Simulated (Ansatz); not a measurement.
# Sr, space group I4_1/amd: a comparison of functionals at one structure

With Ansatz 0.2.0, Python API.

`sr.cif`
```cif
data_Sr
_cell_length_a 5.617662
_cell_length_b 5.617662
_cell_length_c 5.617662
_cell_angle_alpha 97.43551
_cell_angle_beta 97.43551
_cell_angle_gamma 137.83201
_symmetry_space_group_name_H-M 'P 1'
_symmetry_Int_Tables_number 1
loop_
_symmetry_equiv_pos_as_xyz
'x, y, z'
loop_
_atom_site_label
_atom_site_type_symbol
_atom_site_fract_x
_atom_site_fract_y
_atom_site_fract_z
Sr1 Sr    0.750000    0.250000    0.500000
Sr2 Sr    0.000000    0.000000    0.000000
```

Run as a notebook:

**Cell 1**
```python
import warnings

import ansatz as az
from ase.io import read
```

**Cell 2**
```python
warnings.simplefilter("ignore", az.DeckWarning)
```

**Cell 3**
```python
atoms = read("sr.cif")
xtal = az.Crystal.from_ase(atoms)
```

**Cell 4**
```python
len(xtal.resolved().sites)
```
Output:
```text
2
```

**Cell 5**
```python
job = (
    xtal.calculation()
    .scf(extra_bands=8)
    .kpoints(8)
    .occupations("fermi_dirac", width=0.3)
    .pseudopotentials("paw")
    .stress()
)
```

**Cell 6**
```python
rows = []
for value in ["blyp", "lda", "pbesol"]:
    r = job.functional(value).run(threads=1, pin="off").report
    rows.append((value, r["free_energy_ev"] / len(r["lattice"]["sites"]), r["n_iterations"], sum(r["stress_gpa"][i][i] for i in range(3)) / 3, r["n_kpoints"]))
```

**Cell 7**
```python
print("  functional   F/atom (eV)    iterations       P (GPa)      k-points")
for row in rows:
    print(f"{str(row[0]):>12s}  {row[1]:12.5f}  {row[2]:12d}  {row[3]:12.3f}  {row[4]:12d}")
```
Output:
```text
  functional   F/atom (eV)    iterations       P (GPa)      k-points
        blyp   -3556.57593             7         0.713            59
         lda   -3444.25067             6        -0.889            59
      pbesol   -3492.16422             6        -0.260            59
```

From lowest to highest: LDA (-0.9 GPa), PBEsol (-0.3 GPa) and BLYP (0.7 GPa). At a fixed cell a lower pressure usually means a smaller equilibrium volume, so LDA prefers the smallest cell and BLYP the largest.

What to keep in mind:
- BLYP can be off by several per cent in the lattices of metals, and by several GPa in the pressure at a fixed cell.
- The smearing is wide enough that free energy and stress hold a thermal part of the electrons.
- Pressure is positive in compression.
- This isn't the structure that Sr takes at ambient conditions.
- Total energies of different functionals can't be compared; pressures, moments and gaps at this one structure can.
- Wall time of the script: 14 s on 1 thread of Arm Neoverse V2 (shared host), peak memory 0.51 GiB.
